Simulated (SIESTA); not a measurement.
Write the native input for SIESTA 5.4.2 that does the following.

```yaml
Task: band structure
Functional: PBE
Potentials_or_basis: PseudoDojo 0.4 standard (PBE files)
Basis: SZP (energy shift 0.003 Ry; d shell added on Cs)
Grid_cutoff: 800 Ry
Energy_shift: 0.003 Ry
k_mesh: 9 × 9 × 2
Occupations: fermi-dirac, width 0.05 eV
Spin: collinear spin, ferromagnetic start
Starting_moments: "[0.0, 0.0, 3.0, 3.0, 0.0, 0.0, 0.0, 0.0, 0.0] μB"
MPI_ranks: 4
```

CsLiCr2Te2S3:

```
Cs Li Cr Te S
1.0
     3.60358    0.00000    0.00000
    -1.80179    3.12079    0.00000
     0.00000    0.00000   19.06651
Cs Li Cr Te S
1 1 2 2 3
Cartesian
  0.0000 0.0000 7.1307
  1.8018 1.0403 0.3064
  0.0000 0.0000 16.5187
  0.0000 2.0805 3.2095
  0.0000 2.0805 10.2751
  1.8018 1.0403 14.7338
  0.0000 0.0000 1.9124
  0.0000 2.0805 17.7166
  1.8018 1.0403 4.4631
```

The cell was built by a generator and needn't be a form met in nature.

The input as run:

CsLiCr2Te2S3.fdf

```
SystemName                      CsLiCr2Te2S3
SystemLabel                     CsLiCr2Te2S3
NumberOfSpecies                 5
NumberOfAtoms                   9
%block ChemicalSpeciesLabel
  1  55 Cs
  2   3 Li
  3  24 Cr
  4  52 Te
  5  16 S
%endblock ChemicalSpeciesLabel

LatticeConstant                 1.0 Ang
%block LatticeVectors
     3.6035800000     0.0000000000     0.0000000000
    -1.8017900000     3.1207900000     0.0000000000
     0.0000000000     0.0000000000    19.0665100000
%endblock LatticeVectors
AtomicCoordinatesFormat         Fractional
%block AtomicCoordinatesAndAtomicSpecies
     0.0000000000     0.0000000000     0.3739900000  1  Cs
     0.6666700000     0.3333300000     0.0160700000  2  Li
     0.0000000000     0.0000000000     0.8663700000  3  Cr
     0.3333300000     0.6666700000     0.1683300000  3  Cr
     0.3333300000     0.6666700000     0.5389100000  4  Te
     0.6666700000     0.3333300000     0.7727600000  4  Te
     0.0000000000     0.0000000000     0.1003000000  5  S
     0.3333300000     0.6666700000     0.9292000000  5  S
     0.6666700000     0.3333300000     0.2340800000  5  S
%endblock AtomicCoordinatesAndAtomicSpecies

%block kgrid.MonkhorstPack
    9   0   0  0.0
    0   9   0  0.0
    0   0   2  0.0
%endblock kgrid.MonkhorstPack
XC.Functional                   GGA
XC.Authors                      PBE
PAO.BasisSize                   SZP
PAO.EnergyShift                 0.003 Ry
Mesh.Cutoff                     800 Ry
Spin                            polarized
%block DM.InitSpin
    1   0.000
    2   0.000
    3   3.000
    4   3.000
    5   0.000
    6   0.000
    7   0.000
    8   0.000
    9   0.000
%endblock DM.InitSpin
OccupationFunction              FD
ElectronicTemperature           0.05 eV
MaxSCFIterations                200
SCF.MustConverge                false
SCF.Mixer.Method                Pulay
SCF.Mixer.Weight                0.1
SCF.Mixer.History               10
SCF.DM.Tolerance                5.0e-05
SCF.H.Tolerance                 1.0e-03 eV
WriteForces                     true
Charge.Mulliken                 end
BandLinesScale                  ReciprocalLatticeVectors
%block BandLines
    1    0.000000   0.000000   0.000000  \Gamma
   14    0.500000   0.000000   0.000000  M
    8    0.333333   0.333333   0.000000  K
   16    0.000000   0.000000   0.000000  \Gamma
    2    0.000000   0.000000   0.500000  A
   14    0.500000   0.000000   0.500000  L
    8    0.333333   0.333333   0.500000  H
   16    0.000000   0.000000   0.500000  A
    1    0.500000   0.000000   0.500000  L
    2    0.500000   0.000000   0.000000  M
    1    0.333333   0.333333   0.000000  K
    2    0.333333   0.333333   0.500000  H
%endblock BandLines
%block PAO.PolarizationScheme
  Li non-perturbative
%endblock PAO.PolarizationScheme
%block PAO.Basis
  Cs 5
  n=5 0 1
    4.696
  n=6 0 1
    9.500
  n=5 1 1
    5.738
  n=6 1 1
    9.500
  n=5 2 1
    7.000
  Li 3
  n=1 0 1
    2.782
  n=2 0 1
    9.500
  n=2 1 1
    9.500
%endblock PAO.Basis
Diag.ParallelOverK              true
```

Potentials or basis: PseudoDojo 0.4 standard (PBE files), SZP (energy shift 0.003 Ry; d shell added on Cs).

Command:

```sh
$ mpirun -n 4 siesta CsLiCr2Te2S3.fdf > CsLiCr2Te2S3.out 2>&1
```

Results of the run:

```yaml
Pressure: 0.3 GPa
Largest_force: 0.226 eV/Å
Band_gap_on_the_k_mesh: none (metal or under the smearing width)
Net_moment: 5.66 μB per cell
Site_moments: Cs -0.01; Li -0.05; Cr +3.25, +3.35; Te -0.01, -0.40; S -0.15, -0.16, -0.17 μB
```

Caveat: spin-orbit coupling is left out, which moves the levels of the heavy elements; the basis of atomic orbitals isn't converged, which shifts pressures, moduli and gaps; only a ferromagnetic start was run, and an antiferromagnetic order may lie lower in energy.

Wall time 77 s on 4 MPI ranks on Intel(R) Xeon(R) 6975P-C (Granite Rapids), on a shared host, peak memory 0.46 GiB a rank.
